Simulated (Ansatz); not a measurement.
SnSe2:

```xyz
3
Lattice="3.8110 0.0000 0.0000 -1.9055 3.3004 0.0000 0.0000 0.0000 6.1360" Properties=species:S:1:pos:R:3 pbc="T T T"
Sn    0.0000    0.0000    0.0000
Se    1.9055    1.1001    4.6081
Se    0.0000    2.2003    1.5279
```

- Program: Ansatz 0.2.0
- Task: relaxation of cell and atoms
- Functional: r2SCAN
- Dispersion: D3(BJ)
- Potentials or basis: Ansatz PAW
- Cutoff: 500 eV (not typed: the program's choice for these potentials)
- k mesh: 8 × 8 × 5
- Occupations: fermi-dirac, width 0.05 eV
- Spin: no spin polarisation

At the start: volume 25.73 Å³/atom.

Q: Where does the relaxation end?

A: It ends after 5 steps and the volume is 26.29 Å³/atom (+2.2 %); space group P-3m1 (No. 164, to 0.05 Å).

Step by step:
| step | energy change (eV) | largest force (eV/Å) | volume (Å³) |
| --- | --- | --- | --- |
| 1 | 0.0000 | 0.5233 | 77.18 |
| 2 | -0.0269 | 0.0540 | 78.81 |
| 3 | -0.0274 | 0.0030 | 78.80 |
| 4 | -0.0274 | 0.0026 | 78.86 |
| 5 | -0.0275 | 0.0025 | 78.86 |

Final structure:
```
Sn Se
1.0
     3.82526    0.00000    0.00000
    -1.91263    3.31278    0.00000
     0.00000    0.00000    6.22299
Sn Se
1 2
Cartesian
  0.0000 0.0000 0.0000
  1.9126 1.1043 4.6500
  0.0000 2.2085 1.5730
```

Caveat: the plane-wave basis is chosen anew once the cell has moved, so the energies of steps on either side of that aren't comparable; the PAW data sets come from PBE, with cores solved anew for the run's functional, which leaves a small shift of forces and pressure; the dispersion damping was fitted for another functional or another form of the correction.
